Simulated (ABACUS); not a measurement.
NaTb2Sc2FeO9 in ABACUS: the effect of dispersion

The system is NaTb2Sc2FeO9.

```
Tb Fe Sc Na O
1.0
     3.86027    0.00000    0.00000
     0.00000    3.86027    0.00000
     0.00000    0.00000   12.40604
Tb Fe Sc Na O
2 1 2 1 9
Direct
  0.00000 0.00000 0.82102
  0.00000 0.00000 0.17898
  0.50000 0.50000 0.00000
  0.50000 0.50000 0.33749
  0.50000 0.50000 0.66251
  0.00000 0.00000 0.50000
  0.00000 0.50000 0.00000
  0.50000 0.00000 0.00000
  0.50000 0.50000 0.85767
  0.50000 0.50000 0.14233
  0.00000 0.50000 0.28790
  0.00000 0.50000 0.71210
  0.50000 0.00000 0.28790
  0.50000 0.00000 0.71210
  0.50000 0.50000 0.50000
```

The cell was built by a generator and needn't be a form met in nature.

Alike in all runs:

```yaml
Program: ABACUS 3.10.1
Task: single point
Functional: BLYP
Potentials_or_basis: PseudoDojo NC SR 0.4.1 PBE standard, lanthanides 3+ (f in core)
Cutoff: 1361 eV
Density_cutoff: 5442 eV
Basis: DZP LCAO (the cutoffs set its grid)
k_mesh: 7 × 7 × 3
Occupations: fermi-dirac, width 0.05 eV
Spin: collinear spin, ferromagnetic start
Starting_moments: "[0.0, 0.0, 3.0, 0.0, 0.0, 0.0, 0.0, 0.0, 0.0, 0.0, 0.0, 0.0, 0.0, 0.0, 0.0] μB"
```

| dispersion | largest force (eV/Å) |
| --- | --- |
| none | 0.33 |
| D2 | ? |
| D3 | 0.29 |
| D3(BJ) | 0.31 |
| D3(BJ)+ABC | 0.31 |

Question: What does the run with dispersion D2 give?

Answer: Largest force 0.76 eV/Å.

Caveats: the atomic orbitals were generated for these runs and aren't a published set; the magnetic or orbital state may not be the lowest; the potentials were made for another functional, which shifts forces and pressure.
